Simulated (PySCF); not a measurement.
Runs of PySCF 2.14.0 on SGe (germanium sulfide (GeS)). The cell holds a molecule in a box, 2 atoms: a = 9.000 Å, b = 9.000 Å, c = 12.000 Å, α = 90.00°, β = 90.00°, γ = 90.00°. 

| task | level | conv_tol | grid for exchange and correlation | three-body dispersion term | three-centre integrals | frozen core bands | gap on the mesh (eV) |
| --- | --- | --- | --- | --- | --- | --- | --- |
| atomic charges | PBE | 1e-07 Ha | Becke, atom-centred | - | - | - | 3.81 |
| atomic charges | AM05+D4 | 1e-07 Ha | Becke, atom-centred | yes | read from an earlier run's file | - | 3.81 |
| excitation energies (Tamm-Dancoff) | PBE0 | 1e-08 Ha | Becke, atom-centred | - | read from an earlier run's file | 14 | 5.67 |
| CCSD(T) correlation energy | HF | 1e-08 Ha | - | - | read from an earlier run's file | 14 | 11.10 |
| atomic charges | r2SCAN50 | 1e-07 Ha | Becke, atom-centred | - | read from an earlier run's file | - | 7.61 |
| MP2 correlation energy | HF | 1e-08 Ha | - | - | read from an earlier run's file | 14 | 11.10 |
| atomic charges | LC-wPBE+D4 | 1e-07 Ha | Becke, atom-centred | yes | read from an earlier run's file | - | (a) |
| atomic charges | N12+D3 | 1e-07 Ha | Becke, atom-centred | no | read from an earlier run's file | - | 3.83 |

Alike in all rows: potentials or basis def2-svp (all-electron); no spin polarisation; cell as given; k mesh 1 × 1 × 1; smearing fixed.

Problem. Fill in the values left out.

Solution. (a) 10.41.

Caveats: this is a molecule in a periodic box at the Γ point, so its band gap is the HOMO-LUMO gap; relativity is left out, which matters for the heavier elements; the basis of atomic orbitals isn't converged, which shifts pressures, moduli and gaps; the basis is small and the box finite, so much correlation energy is missing and levels can be off by tenths of an eV (some runs); the D4 parameters stored for this functional may belong to another (some runs); the iterative solver can pass over a root and still report convergence (some runs).

A k mesh can miss the band edges, and the runs leave out spin-orbit coupling on Ge.
